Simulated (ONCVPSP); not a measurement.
**An ONCV potential for germanium, from input to tests**

Do these settings give a usable potential? It is generated, then checked for transferability, scattering, ghosts and hardness.

Method: ONCVPSP 4.0.1.1 (patched build), LDA (Perdew-Wang 92), scalar-relativistic.

## Step 1: The design

Typed settings, in words:

```json
{
  "element": "germanium (Ge, Z = 32)",
  "type": "optimised norm-conserving Vanderbilt (ONCV)",
  "frozen core": "[Ne]",
  "valence charge": "22",
  "reference configuration": "3s2 3p6 3d10 4s2 4p2",
  "partial waves": "3s+4s: rc 1.25 bohr, ncon 5, nbas 10, qcut 11.8 1/bohr, 2 projectors; 3p+4p: rc 1.20 bohr, ncon 3, nbas 7, qcut 11 1/bohr, 2 projectors; 3d: rc 1.20 bohr, ncon 4, nbas 8, qcut 13.7 1/bohr, 2 projectors, debl 3.3 Ha",
  "local potential": "polynomial inside 1.05 bohr (lpopt 5, dvloc0 -1 Ha)",
  "core correction": "Teter function, fcfact 3.25, rcfact 1.7"
}
```

The outer shells as boxes (Hund's rule for the drawing; the calculation is spin-unpolarised):

```
[Ne] core
3s [↑↓]
3p [↑↓][↑↓][↑↓]
3d [↑↓][↑↓][↑↓][↑↓][↑↓]
4s [↑↓]
4p [↑ ][↑ ][  ]
```

The nodes and maxima of the atom's own shells, from an earlier all-electron run, set the scale for the radii.

All-electron outer shells of the reference configuration (LDA (PZ), scalar-relativistic, ld1.x):

```json
{"shell": "2s", "level (eV)": "-1369.45", "outermost node (bohr)": "0.06", "outermost maximum (bohr)": "0.18"}
{"shell": "2p", "level (eV)": "-1198.06", "outermost node (bohr)": "–", "outermost maximum (bohr)": "0.14"}
{"shell": "3s", "level (eV)": "-167.73", "outermost node (bohr)": "0.26", "outermost maximum (bohr)": "0.54"}
{"shell": "3p", "level (eV)": "-115.38", "outermost node (bohr)": "0.23", "outermost maximum (bohr)": "0.54"}
{"shell": "3d", "level (eV)": "-29.55", "outermost node (bohr)": "–", "outermost maximum (bohr)": "0.50"}
{"shell": "4s", "level (eV)": "-11.95", "outermost node (bohr)": "0.77", "outermost maximum (bohr)": "1.73"}
{"shell": "4p", "level (eV)": "-4.05", "outermost node (bohr)": "0.82", "outermost maximum (bohr)": "2.19"}
```

## Step 2: The generation run

Ge.dat reads:

```
# ATOM AND REFERENCE CONFIGURATION
# atsym  z   nc   nv     iexc    psfile
  Ge 32.00    3    5  -001012      upf
#
#   n    l    f
    1    0    2.00
    2    0    2.00
    2    1    6.00
    3    0    2.00
    3    1    6.00
    3    2   10.00
    4    0    2.00
    4    1    2.00
#
# PSEUDOPOTENTIAL AND OPTIMIZATION
# lmax
    2
#
#   l,   rc,      ep,       ncon, nbas, qcut
    0    1.25    0.00    5   10   11.80
    1    1.20    0.00    3    7   11.00
    2    1.20    0.00    4    8   13.70
#
# LOCAL POTENTIAL
# lloc, lpopt,  rc(5),   dvloc0
    4    5    1.05   -1.00
#
# VANDERBILT-KLEINMAN-BYLANDER PROJECTORs
# l, nproj, debl
    0    2    3.80
    1    2    0.90
    2    2    3.30
#
# MODEL CORE CHARGE
# icmod, fcfact, rcfact
    3    3.25    1.70
#
# LOG DERIVATIVE ANALYSIS
# epsh1, epsh2, depsh
   -8.00    5.00    0.04
#
# OUTPUT GRID
# rlmax, drl
    6.00    0.01
#
# TEST CONFIGURATIONS
# ncnf
    4
# nvcnf
#   n    l    f
    5
    3    0    2.00
    3    1    6.00
    3    2   10.00
    4    0    2.00
    4    1    1.00
#
    5
    3    0    2.00
    3    1    6.00
    3    2   10.00
    4    0    2.00
    4    1    0.00
#
    5
    3    0    2.00
    3    1    6.00
    3    2   10.00
    4    0    1.00
    4    1    0.00
#
    5
    3    0    2.00
    3    1    6.00
    3    2   10.00
    4    0    1.00
    4    1    2.00
#
```

The run is started by

```
$ oncvpsp.x < Ge.dat > Ge.out
```

Output in Ge.out (without the consistency checks and plot data):

```text
ONCVPSP  (Optimized Norm-Conservinng Vanderbilt PSeudopotential)
scalar-relativistic version 4.0.1.1, modified

#   n    l    f        energy (Ha)
    1    0    2.00    -4.0208007E+02
    2    0    2.00    -5.0326278E+01
    2    1    6.00    -4.4027711E+01
    3    0    2.00    -6.1642947E+00
    3    1    6.00    -4.2403417E+00
    3    2   10.00    -1.0862891E+00
    4    0    2.00    -4.3899520E-01
    4    1    2.00    -1.4871438E-01

Reference configufation results
  iterations    27
  all-electron total energy (Ha)   -2.09589946D+03

Begin loop to  construct optimized pseudo wave functions
and semi-local pseudopoentials for all angular momenta

Calculating optimized projector #   1

 for l=   0

    Fraction of norm inside rc  0.984785
    Optimizing pswf for qcut=  11.81 a_B^-1,  ecut=  69.75 Ha
    Residual kinetic energy error=  3.43D-07 Ha

    Energy error per electron        Cutoff
         Ha          eV             Ha
         0.01000     0.27211       23.11
         0.00100     0.02721       42.65
         0.00010     0.00272       52.67
         0.00001     0.00027       60.19

Calculating optimized projector #   2

 for l=   0

    Fraction of norm inside rc  0.110651
    Optimizing pswf for qcut=  11.81 a_B^-1,  ecut=  69.75 Ha
    Residual kinetic energy error=  4.89D-07 Ha

    Energy error per electron        Cutoff
         Ha          eV             Ha
         0.01000     0.27211       13.93
         0.00100     0.02721       38.97
         0.00010     0.00272       51.40
         0.00001     0.00027       60.26

Calculating optimized projector #   1

 for l=   1

    Fraction of norm inside rc  0.964123
    Optimizing pswf for qcut=  10.99 a_B^-1,  ecut=  60.43 Ha
    Residual kinetic energy error=  4.51D-06 Ha

    Energy error per electron        Cutoff
         Ha          eV             Ha
         0.01000     0.27211       38.79
         0.00100     0.02721       46.56
         0.00010     0.00272       52.90
         0.00001     0.00027       58.39

Calculating optimized projector #   2

 for l=   1

    Fraction of norm inside rc  0.036766
    Optimizing pswf for qcut=  10.99 a_B^-1,  ecut=  60.43 Ha
    Residual kinetic energy error=  1.30D-06 Ha

    Energy error per electron        Cutoff
         Ha          eV             Ha
         0.01000     0.27211       28.90
         0.00100     0.02721       39.85
         0.00010     0.00272       48.37
         0.00001     0.00027       55.18

   Wellstate for l =  2  n =  5
     eigenvalue =   2.2137
     asymptotic potential =   2.7137
     half-point radius =  3.1119

Calculating optimized projector #   1

 for l=   2

    Fraction of norm inside rc  0.884940
    Optimizing pswf for qcut=  13.71 a_B^-1,  ecut=  93.95 Ha
    Residual kinetic energy error=  2.39D-06 Ha

    Energy error per electron        Cutoff
         Ha          eV             Ha
         0.01000     0.27211       64.62
         0.00100     0.02721       74.83
         0.00010     0.00272       83.02
         0.00001     0.00027       89.32

Calculating optimized projector #   2

 for l=   2

    Fraction of norm inside rc  0.066707
    Optimizing pswf for qcut=  13.71 a_B^-1,  ecut=  93.95 Ha
    Residual kinetic energy error=  6.39D-06 Ha

    Energy error per electron        Cutoff
         Ha          eV             Ha
         0.01000     0.27211       60.87
         0.00100     0.02721       73.75
         0.00010     0.00272       83.94
         0.00001     0.00027       92.48

Construct Vanderbilt / Kleinmman-Bylander projectors

B matrix Hermiticity error, ll=   0
   1   2    1.0130E-03

  Orthonormal projector coefficients  6.5556E+00 -4.8001E-01

B matrix Hermiticity error, ll=   1
   1   2    4.6883E-04

  Orthonormal projector coefficients -3.6000E+00 -5.7785E-01

B matrix Hermiticity error, ll=   2
   1   2   -4.2405E-04

  Orthonormal projector coefficients -1.5242E+01 -4.4961E+00

Model core correction analysis
  based on d2Exc/dn_idn_j

d2excae - all-electron derivatives

   -4.420613D-02   -4.182274D-02   -3.443920D-02   -3.128367D-03
   -1.445651D-03
   -4.182282D-02   -4.066841D-02   -3.380097D-02   -3.634294D-03
   -1.676353D-03
   -3.443941D-02   -3.380110D-02   -3.243241D-02   -6.296945D-03
   -3.032316D-03
   -3.128354D-03   -3.634231D-03   -6.296516D-03   -2.897478D-02
   -2.278963D-02
   -1.445663D-03   -1.676354D-03   -3.032206D-03   -2.278919D-02
   -2.449923D-02

d2excps - pseudofunction derivatives with no core correction

   -5.501899D-02   -4.488711D-02   -3.640013D-02   -4.313488D-03
   -1.797492D-03
   -4.488781D-02   -4.270758D-02   -3.732690D-02   -3.916501D-03
   -1.823769D-03
   -3.640042D-02   -3.732700D-02   -3.475502D-02   -6.216197D-03
   -3.086668D-03
   -4.313768D-03   -3.916449D-03   -6.215767D-03   -2.908060D-02
   -2.281353D-02
   -1.797551D-03   -1.823777D-03   -3.086560D-03   -2.281309D-02
   -2.450763D-02

rms 2nd derivative error    2.691479E-03

rmatch, rhocmatch    0.3172  101.5994

Teter function model core charge with specified parameters

d2excps - pseudofunction derivatives with core correction

   -4.092793D-02   -3.794160D-02   -3.270106D-02   -3.172347D-03
   -1.460862D-03
   -3.794159D-02   -3.816706D-02   -3.450257D-02   -3.392884D-03
   -1.616376D-03
   -3.270106D-02   -3.450261D-02   -3.280593D-02   -5.956603D-03
   -2.964761D-03
   -3.172325D-03   -3.392811D-03   -5.956169D-03   -2.898631D-02
   -2.278739D-02
   -1.460869D-03   -1.616374D-03   -2.964650D-03   -2.278695D-02
   -2.449783D-02

rms 2nd derivative error    1.478735E-03

Pseudoatom total energy -286.443094

Diagnostic tests using Vanderbilt-Kleinman-Bylander pseudopotentials
  1 or more projectors used as specified by nproj input data

   l    rcore       rmatch      e in        delta e   norm test  slope test

   0   1.2554737   1.2935926  -6.1642947  -0.0000105   1.0005084   1.0004625
   0   1.2554737   1.2935926  -0.4389952   0.0000014   1.0000139   1.0000215

   1   1.2039869   1.2405425  -4.2403417  -0.0000307   1.0002966   1.0002834
   1   1.2039869   1.2405425  -0.1487144   0.0000086   1.0000583   1.0000543

   2   1.2039869   1.2405425  -1.0862891  -0.0000096   1.0001942   1.0002164
   2   1.2039869   1.2405425   2.2137109   0.0000862   1.0002748   1.0002748

 Testing for bound ghosts
   n   l    E NL Schr. Eq   E Basis Diag.   E Cutoff

   1   0       -6.164305       -6.164305    285.69
   2   0       -0.438994       -0.378825    285.69

   2   1       -4.240372       -4.240352    154.84
   3   1       -0.148706        0.037197    154.84

   3   2       -1.086299       -1.085848    238.19

 Testing for highly-localized positive-energy ghosts
       l    <radius>/rc     E Basis Diag.   E Cutoff

Test configuration 0

   n   l     f        eae           eps        diff
   1   0  2.0000 -402.08006791
   2   0  2.0000  -50.32627815
   2   1  6.0000  -44.02771123
   3   0  2.0000   -6.16429471   -6.16430525   -1.05D-05
   3   1  6.0000   -4.24034169   -4.24037243   -3.07D-05
   3   2 10.0000   -1.08628908   -1.08629866   -9.58D-06
   4   0  2.0000   -0.43899520   -0.43899381    1.39D-06
   4   1  2.0000   -0.14871438   -0.14870574    8.64D-06

    Total energies and differences
      AE_ref= -2.09589946D+03  AE_tst= -2.09589946D+03  dif=  0.00D+00
      PS_ref= -2.86443094D+02  PS_tst= -2.86443094D+02  dif=  1.34D-11
      PSP excitation error= -1.34D-11

Test configuration 1

   n   l     f        eae           eps        diff
   1   0  2.0000 -402.41701054
   2   0  2.0000  -50.66024650
   2   1  6.0000  -44.36208384
   3   0  2.0000   -6.49803710   -6.49805166   -1.46D-05
   3   1  6.0000   -4.57407500   -4.57411148   -3.65D-05
   3   2 10.0000   -1.41913436   -1.41926447   -1.30D-04
   4   0  2.0000   -0.74021131   -0.74019573    1.56D-05
   4   1  1.0000   -0.42146137   -0.42144268    1.87D-05

    Total energies and differences
      AE_ref= -2.09589946D+03  AE_tst= -2.09561905D+03  dif=  2.80D-01
      PS_ref= -2.86443094D+02  PS_tst= -2.86162656D+02  dif=  2.80D-01
      PSP excitation error= -2.54D-05

Test configuration 2

   n   l     f        eae           eps        diff
   1   0  2.0000 -402.82842097
   2   0  2.0000  -51.06508515
   2   1  6.0000  -44.76777488
   3   0  2.0000   -6.90192104   -6.90214802   -2.27D-04
   3   1  6.0000   -4.97785661   -4.97797211   -1.16D-04
   3   2 10.0000   -1.82088312   -1.82125718   -3.74D-04
   4   0  2.0000   -1.08894223   -1.08890587    3.64D-05

    Total energies and differences
      AE_ref= -2.09589946D+03  AE_tst= -2.09504172D+03  dif=  8.58D-01
      PS_ref= -2.86443094D+02  PS_tst= -2.85585278D+02  dif=  8.58D-01
      PSP excitation error= -7.67D-05

Test configuration 3

   n   l     f        eae           eps        diff
   1   0  2.0000 -403.35892087
   2   0  2.0000  -51.58296644
   2   1  6.0000  -45.28677520
   3   0  2.0000   -7.41979906   -7.42214816   -2.35D-03
   3   1  6.0000   -5.49515852   -5.49620121   -1.04D-03
   3   2 10.0000   -2.33293259   -2.33414053   -1.21D-03
   4   0  1.0000   -1.50292907   -1.50298133   -5.23D-05

    Total energies and differences
      AE_ref= -2.09589946D+03  AE_tst= -2.09374760D+03  dif=  2.15D+00
      PS_ref= -2.86443094D+02  PS_tst= -2.84291010D+02  dif=  2.15D+00
      PSP excitation error= -2.18D-04

Test configuration 4

   n   l     f        eae           eps        diff
   1   0  2.0000 -402.48252724
   2   0  2.0000  -50.72345673
   2   1  6.0000  -44.42519182
   3   0  2.0000   -6.56306034   -6.56433103   -1.27D-03
   3   1  6.0000   -4.63885205   -4.63944173   -5.90D-04
   3   2 10.0000   -1.48214712   -1.48262958   -4.82D-04
   4   0  1.0000   -0.77633679   -0.77637279   -3.60D-05
   4   1  2.0000   -0.44986798   -0.44985138    1.66D-05

    Total energies and differences
      AE_ref= -2.09589946D+03  AE_tst= -2.09529644D+03  dif=  6.03D-01
      PS_ref= -2.86443094D+02  PS_tst= -2.85839994D+02  dif=  6.03D-01
      PSP excitation error= -7.24D-05
```

Run time: 4.2 s. Hardware: 1 thread of Intel Xeon Platinum 8488C, shared host.

Partial waves on a coarse radial grid (AE all-electron, PS pseudo):

```tsv
r (bohr)	3s AE	3s PS
0.062	-0.0190	0.2258
0.125	-0.7231	0.4490
0.188	-0.6033	0.6593
0.250	-0.0676	0.8466
0.312	0.5124	1.0070
0.375	0.9733	1.1358
0.438	1.2604	1.2244
0.500	1.3917	1.2692
0.562	1.4106	1.2722
0.625	1.3529	1.2358
0.688	1.2492	1.1661
0.750	1.1251	1.0734
0.812	0.9939	0.9659
0.875	0.8631	0.8503
0.938	0.7407	0.7359
1.000	0.6314	0.6299
1.062	0.5343	0.5338
1.125	0.4481	0.4478
1.188	0.3738	0.3736
1.250	0.3114	0.3113
1.312	0.2586	0.2584
1.375	0.2133	0.2132
1.438	0.1756	0.1755
1.500	0.1446	0.1445
1.562	0.1189	0.1188
1.625	0.0972	0.0971
```

Densities times 4π (e/bohr³); a dash where the program caps the true core:

```tsv
r (bohr)	pseudo valence	true core	model core
0.062	31.95	–	316.6
0.188	56.39	–	223.8
0.312	96.9	112.9	110.3
0.438	117.3	9.049	34.85
0.562	96.47	0.7	6.367
0.688	57.82	0.05135	0.4219
0.812	28.96	0.003934	0.0002556
0.938	13.75	0.0002907	0.005428
1.062	7.112	2.304e-05	5.289e-05
1.188	4.046	1.771e-06	0.0003122
1.312	2.541	1.82e-07	1.94e-05
1.438	1.72	0	3.125e-05
1.562	1.253	0	6.362e-06
```

## Step 3: Transferability, from the output's test configurations

Energies count from the reference configuration 3s2 3p6 3d10 4s2 4p2; the error is all-electron less pseudo.

| valence configuration | charge | ΔE all-electron (eV) | error AE − PS (meV) |
| --- | --- | --- | --- |
| 3s2 3p6 3d10 4s2 4p1 | +1 | 7.630 | -0.7 |
| 3s2 3p6 3d10 4s2 4p0 | +2 | 23.340 | -2.1 |
| 3s2 3p6 3d10 4s1 4p0 | +3 | 58.555 | -5.9 |
| 3s2 3p6 3d10 4s1 4p2 | +1 | 16.409 | -2.0 |

## Step 4: Logarithmic derivatives

Taken from the files of the generation run. The phase is arctan(r·R′/R) of the radial function R, unwrapped, with energies in Ha. A pole is an energy at which the radial function vanishes at the test radius. The pseudo phase is shifted by a multiple of π to meet the all-electron one at the reference energy. Levels narrower than the energy grid can be missing from the poles. The last column is the largest difference on the grid between −0.5 and +0.5 Ha.

| channel | radius (bohr) | reference (Ha) | poles AE | poles PS | window around the reference with phases within 0.05 rad (Ha) | largest difference near zero (rad) |
| --- | --- | --- | --- | --- | --- | --- |
| s | 1.27 | -0.44 | -5.90 | -5.90 | the whole range | 0.000 |
| p | 1.22 | -0.15 | -3.77 | -3.77 | the whole range | 0.000 |
| d | 1.22 | -1.09 | -0.40 | -0.40 | the whole range | 0.000 |

Phases (rad) along the scan:

```tsv
E (Ha)	s AE	s PS	d AE	d PS
-7.96	1.196	1.196	1.306	1.306
-7.24	1.054	1.054	1.288	1.288
-6.52	-0.263	-0.263	1.266	1.266
-5.80	-1.613	-1.613	1.238	1.238
-5.08	-1.768	-1.768	1.201	1.201
-4.36	-1.848	-1.848	1.149	1.149
-3.64	-1.918	-1.919	1.066	1.066
-2.92	-1.998	-1.999	0.909	0.909
-2.20	-2.107	-2.107	0.487	0.487
-1.48	-2.273	-2.273	-0.724	-0.724
-0.76	-2.556	-2.556	-1.426	-1.426
-0.04	-3.033	-3.033	-1.675	-1.675
0.68	-3.607	-3.608	-1.835	-1.834
1.40	-4.016	-4.017	-1.997	-1.997
2.12	-4.249	-4.251	-2.227	-2.227
2.84	-4.388	-4.391	-2.635	-2.634
3.56	-4.479	-4.482	-3.292	-3.291
4.28	-4.542	-4.546	-3.868	-3.865
5.00	-4.590	-4.595	-4.181	-4.178
```

## Step 5: Plane-wave cutoff and ghosts

From the same output: the cutoffs (Ha) at which the residual kinetic energy of the hardest occupied pseudo-wave falls to 1 and 0.1 mHa per electron are 75 Ha and 83 Ha.

The program's own ghost test: no bound ghost flagged; no localised positive-energy state flagged.

Cutoff (Ha) at which the first wave of each channel reaches a given error (Ha per electron):

```tsv
error	s	p	d
1.0e-02	23.1	38.8	64.6
3.2e-03	36.0	42.9	70.0
1.0e-03	42.6	46.6	74.8
3.2e-04	48.1	50.3	79.4
1.0e-04	52.7	52.9	83.0
3.2e-05	56.7	55.5	86.2
1.0e-05	60.2	58.4	89.3
```

## Step 6: Summary of results

```
                                                quantity                               value
  cutoffs for 1 and 0.1 mHa per electron, occupied waves                     75 Ha and 83 Ha
                                            bound ghosts                          none found
                                          GHOST(+) flags                  none at low energy
                            largest test error (AE − PS)  -5.9 meV, for 3s2 3p6 3d10 4s1 4p0
largest phase difference near zero energy, channels read                           0.000 rad
 rms error of d²Exc/dn², without and with the model core                   2.69 and 1.48 mHa
```

In words: The worst unpolarised test, 3s2 3p6 3d10 4s1 4p0, is off by 5.9 meV on 58.6 eV; by total energies transferability rates as good. By its cutoff, 75 Ha for the looser tolerance, it is very hard. At the looser tolerance the 3d wave is the slowest; 3p needs 47 Ha. It is free of bound ghosts as far as tested. Near zero energy the phases of the channels with partial waves agree within 0.001 rad. These are tests on the free atom; a crystal test is still owed.
